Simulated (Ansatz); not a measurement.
# C₂H₇ClGeS: how energies converge with the basis set

The task here is to estimate one member of a computed series from the others.

Method: one geometry, several basis sets; program: Ansatz 0.2.0, Gaussian basis.

Levels to be run: PBE0-D4/def2-SVP; ωB97M-V/def2-SVP; PBE0-D4/def2-QZVPP; ωB97M-V/def2-QZVPP; the functionals' def2-TZVPP values are taken from earlier runs.

## Structure used throughout

The geometry comes from an earlier relaxation with PBE0-D4 in a triple-zeta def2 set; it is a stationary point, not always the lowest conformer.

SMILES `C[S][GeH]([CH3])[Cl]`, 12 atoms, charge 0, spin multiplicity 1.

Atoms are counted from 1 here; the program's logs count them from 0.

Bond lengths: C1–S2 1.816 Å, C1–H6 1.090 Å, C1–H7 1.090 Å, C1–H8 1.091 Å, S2–Ge3 2.211 Å, Ge3–C4 1.941 Å, Ge3–Cl5 2.156 Å, Ge3–H9 1.541 Å, C4–H10 1.090 Å, C4–H11 1.091 Å, C4–H12 1.091 Å. Angles: S2–C1–H6 106.3°, S2–C1–H7 111.9°, S2–C1–H8 111.4°, H6–C1–H7 108.5°, H6–C1–H8 108.5°, H7–C1–H8 110.0°, C1–S2–Ge3 98.0°, S2–Ge3–C4 113.3°, S2–Ge3–Cl5 105.4°, S2–Ge3–H9 109.4°, C4–Ge3–Cl5 107.7°, C4–Ge3–H9 112.9°, Cl5–Ge3–H9 107.7°, Ge3–C4–H10 109.2°, Ge3–C4–H11 109.8°, Ge3–C4–H12 109.9°, H10–C4–H11 109.5°, H10–C4–H12 109.2° and more.

As a file:

```csv
atom,x (Å),y (Å),z (Å)
C1,-1.87111,0.51988,0.92396
S2,-0.71865,1.66261,0.10882
Ge3,1.06786,0.36078,0.12489
C4,0.99912,-1.05117,-1.20474
Cl5,2.72196,1.65023,-0.37515
H6,-2.80180,1.06993,1.06250
H7,-2.07650,-0.35710,0.30980
H8,-1.50183,0.21248,1.90314
H9,1.30266,-0.17079,1.55249
H10,0.88116,-0.60771,-2.19309
H11,1.92100,-1.63332,-1.17463
H12,0.15303,-1.71082,-1.00398
```

Set-up of the first run:

Input file in.yaml:

```yaml
crystal:
  periodic: [false, false, false]
  atoms:
    - {symbol: C, position_ang: [-1.871107, 0.519878, 0.923957]}
    - {symbol: S, position_ang: [-0.718649, 1.662609, 0.108823]}
    - {symbol: Ge, position_ang: [1.067861, 0.360784, 0.124889]}
    - {symbol: C, position_ang: [0.999117, -1.051173, -1.204745]}
    - {symbol: Cl, position_ang: [2.721962, 1.650231, -0.375154]}
    - {symbol: H, position_ang: [-2.801803, 1.069934, 1.062503]}
    - {symbol: H, position_ang: [-2.076502, -0.357102, 0.309796]}
    - {symbol: H, position_ang: [-1.501834, 0.212484, 1.903138]}
    - {symbol: H, position_ang: [1.302665, -0.170794, 1.552490]}
    - {symbol: H, position_ang: [0.881160, -0.607710, -2.193088]}
    - {symbol: H, position_ang: [1.921000, -1.633318, -1.174631]}
    - {symbol: H, position_ang: [0.153028, -1.710822, -1.003976]}
basis:
  gaussian: {orbitals: def2-SVP}
hamiltonian: {xc: pbe0, dispersion: d4}
output: {orbitals: {seedname: orbitals}}
```

Among the steps run: PBE0-D4 in def2-SVP; ωB97M-V in def2-SVP; PBE0-D4 in def2-QZVPP; ωB97M-V in def2-QZVPP.

One table of the session follows, with a row left open; its other results are not shown here.

It belongs to the step «Functionals by basis». 

```
functional       basis  HOMO (eV)  LUMO (eV)
   PBE0-D4    def2-SVP      -6.85       0.24
   PBE0-D4  def2-TZVPP      -6.95      -0.05
   PBE0-D4  def2-QZVPP      -6.98      -0.24
   ωB97M-V    def2-SVP      -9.02       2.19
   ωB97M-V  def2-TZVPP          ?          ?
   ωB97M-V  def2-QZVPP      -9.18       1.34
```

**Question.** Estimate the row for ωB97M-V, def2-TZVPP.

As computed: HOMO (eV): -9.15; LUMO (eV): 1.77. In the column «HOMO (eV)» it lies between ωB97M-V, def2-QZVPP (-9.18) and ωB97M-V, def2-SVP (-9.02).
